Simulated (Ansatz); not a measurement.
# CH₇AlBGaGe: basis-set convergence

One table from this session's results is given with a row withheld; the runs are named, their logs left out.

The runs use Ansatz 0.2.0, Gaussian basis; one geometry, several basis sets.

Levels to be run: PBE0-D4/def2-SVP; ωB97M-V/def2-SVP; PBE0-D4/def2-QZVPP; ωB97M-V/def2-QZVPP; the functionals' def2-TZVPP values are taken from earlier runs.

## The relaxed structure

All runs share one geometry, relaxed beforehand with PBE0-D4 in a triple-zeta def2 set.

SMILES `[GeH3][Ga]1[BH][CH2][AlH]1`, 12 atoms, charge 0, spin multiplicity 1.

Atoms are counted from 1 here; the program's logs count them from 0.

Bond lengths: Ge1–Ga2 2.428 Å, Ge1–H6 1.541 Å, Ge1–H7 1.540 Å, Ge1–H8 1.540 Å, Ga2–B3 2.106 Å, Ga2–Al5 2.499 Å, B3–C4 1.491 Å, B3–H9 1.197 Å, C4–Al5 2.042 Å, C4–H10 1.126 Å, C4–H11 1.087 Å, Al5–H12 1.591 Å. Angles: Ga2–Ge1–H6 109.8°, Ga2–Ge1–H7 110.1°, Ga2–Ge1–H8 113.7°, H6–Ge1–H7 107.4°, H6–Ge1–H8 107.8°, H7–Ge1–H8 107.8°, Ge1–Ga2–B3 149.2°, Ge1–Ga2–Al5 145.4°, B3–Ga2–Al5 64.9°, Ga2–B3–C4 107.4°, Ga2–B3–H9 128.1°, C4–B3–H9 121.6°, B3–C4–Al5 88.2°, B3–C4–H10 119.0°, B3–C4–H11 125.8°, Al5–C4–H10 74.5°, Al5–C4–H11 127.9°, H10–C4–H11 109.9° and more.

As a file:

```mol
CH7AlBGaGe
  3D, bonds by distance, orders not assigned

 12 12  0  0  0  0  0  0  0  0999 V2000
   -2.9769   -0.2199   -0.1703 Ge  0  0
   -0.5985    0.1228    0.1781 Ga  0  0
    1.1993   -0.4768    1.0958 B   0  0
    2.2625   -0.4532    0.0502 C   0  0
    1.4534    1.2881   -0.6442 Al  0  0
   -3.7375    1.0939    0.0935 H   0  0
   -3.2459   -0.6237   -1.6320 H   0  0
   -3.5844   -1.3053    0.7378 H   0  0
    1.4666   -0.4822    2.2630 H   0  0
    1.9805   -0.6589   -1.0204 H   0  0
    3.3125   -0.6857    0.2066 H   0  0
    2.4685    2.4008   -1.1581 H   0  0
  1  2  8  0
  2  3  8  0
  3  4  8  0
  4  5  8  0
  1  6  8  0
  1  7  8  0
  1  8  8  0
  3  9  8  0
  4 10  8  0
  4 11  8  0
  5 12  8  0
  2  5  8  0
M  END
```

The first run:

Contents of in.yaml:

```yaml
crystal:
  periodic: [false, false, false]
  atoms:
    - {symbol: Ge, position_ang: [-2.976916, -0.219922, -0.170269]}
    - {symbol: Ga, position_ang: [-0.598522, 0.122832, 0.178100]}
    - {symbol: B, position_ang: [1.199264, -0.476775, 1.095829]}
    - {symbol: C, position_ang: [2.262546, -0.453192, 0.050236]}
    - {symbol: Al, position_ang: [1.453386, 1.288080, -0.644233]}
    - {symbol: H, position_ang: [-3.737493, 1.093909, 0.093481]}
    - {symbol: H, position_ang: [-3.245933, -0.623703, -1.631995]}
    - {symbol: H, position_ang: [-3.584385, -1.305269, 0.737794]}
    - {symbol: H, position_ang: [1.466586, -0.482177, 2.262998]}
    - {symbol: H, position_ang: [1.980450, -0.658858, -1.020408]}
    - {symbol: H, position_ang: [3.312546, -0.685714, 0.206592]}
    - {symbol: H, position_ang: [2.468472, 2.400790, -1.158116]}
basis:
  gaussian: {orbitals: def2-SVP}
hamiltonian: {xc: pbe0, dispersion: d4}
output: {orbitals: {seedname: orbitals}}
```

Started as:

```
$ ansatz run in.yaml --threads 2 --pin off --events-out ev --progress --plain --max-ram 22528MiB --backend cpu
```

Steps of the session up to this table: PBE0-D4 in def2-SVP; ωB97M-V in def2-SVP; PBE0-D4 in def2-QZVPP; ωB97M-V in def2-QZVPP.

One of the session's tables, all rows but one given; the rest of the session is left out.

It belongs to the step «Density functionals: the series». 

```
functional       basis  HOMO (eV)  LUMO (eV)
   PBE0-D4    def2-SVP      -5.71      -2.75
   PBE0-D4  def2-TZVPP      -5.72      -2.77
   PBE0-D4  def2-QZVPP      -5.72      -2.77
   ωB97M-V    def2-SVP      -7.54      -0.93
   ωB97M-V  def2-TZVPP          ?          ?
   ωB97M-V  def2-QZVPP      -7.58      -1.03
```

Estimate the missing values for ωB97M-V, def2-TZVPP.

**Answer.** HOMO (eV): -7.57; LUMO (eV): -0.99. In the column «HOMO (eV)» it lies between ωB97M-V, def2-QZVPP (-7.58) and ωB97M-V, def2-SVP (-7.54).
